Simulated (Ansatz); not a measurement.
# Lithium, diamond: r²SCAN0 at the r²SCAN geometry

Aim: see what exact exchange does to the levels, and what it costs. Spin polarisation is left out. The geometry was relaxed under r²SCAN beforehand and is kept. Exact exchange is dear, so the k-mesh is coarse, and r²SCAN is run on the same mesh for comparison.

Computed with Ansatz 0.2.0 (DFT, plane waves (500 eV) with PBE-made PAW files, scalar-relativistic; functionals as named at each step, unless a step says otherwise).

## (1) The starting structure

The structure is cubic, space group Fd-3m (No. 227). The conventional cell has a = 5.938 Å, b = 5.938 Å, c = 5.938 Å, α = 90.00°, β = 90.00°, γ = 90.00°. Around Li (site symmetry -43m) lie 4 Li at 2.57 Å.

Coordinates:

```
CELL_PARAMETERS angstrom
0.00000 2.96891 2.96891
2.96891 0.00000 2.96891
2.96891 2.96891 0.00000
ATOMIC_POSITIONS crystal
Li 0.12500 0.12500 0.12500
Li 0.87500 0.87500 0.87500
```

## (2) r²SCAN on the coarse mesh

The run with r²SCAN.

input.yaml

```yaml
crystal:
  lattice:
    - [0.0, 2.9689105632, 2.9689105632]
    - [2.9689105632, 0.0, 2.9689105632]
    - [2.9689105632, 2.9689105632, 0.0]
  atoms:
    - { symbol: Li, position: [0.125, 0.125, 0.125] }
    - { symbol: Li, position: [0.875, 0.875, 0.875] }
hamiltonian:
  xc: r2scan
  pseudopotentials:
    kind: paw
    azcp:
      Li: "pseudopotentials/Li.paw.azcp"
basis:
  ecutwfc: 500
  fft_grid_basis: typed
kpoints:
  mp_grid: { grid: [5, 5, 5], shift: [0, 0, 0] }
magnetization:
  spin_polarized: false
scf:
  occupations: { method: fermi_dirac, width: 0.1 }
output:
  write_density: true
  write_potential: true
  elf: true
  volumetric_format: npy
```

Run with:

```console
$ ansatz run input.yaml --threads 4 --pin off --max-ram 8192MiB --backend cpu --events-out ev --progress --plain --runs-dir out
```

## (3) r²SCAN0, coarse mesh

The run with r²SCAN0.

Edit input.yaml of step 2 so:

```diff
@@ -9,3 +9,3 @@
 hamiltonian:
-  xc: r2scan
+  xc: r2scan0
   pseudopotentials:
```

(Steps that only read results are left out.)

**Question.** What will these runs give? Wanted: r²SCAN: gap; r²SCAN0: gap; r²SCAN0: relative to bcc.

**Answer**, as computed:

```
                             quantity                         value
                          r²SCAN: gap  none (levels filled in part)
                         r²SCAN0: gap  none (levels filled in part)
  r²SCAN0: SCF cycles, exchange loops                         15, 2
r²SCAN0: CPU time over that of r²SCAN                           7.8
             r²SCAN0: relative to bcc                 +521 meV/atom
```

Both r²SCAN and r²SCAN0 leave levels filled in part. The hybrid took 7.8 times as much CPU time as r²SCAN on the same settings. The exchange operator of r²SCAN0 was renewed in 2 outer loops. To compare with dense-mesh energies, the change of r²SCAN from this mesh and smearing to its dense run (-7.6 meV/atom, from a run not shown) is added. Under r²SCAN0 it lies 521 meV/atom above bcc (computed apart in the same way); on such meshes a few tens of meV are uncertain for metals. Absolute energies differ from functional to functional, by eV per atom at times, and say nothing by themselves.
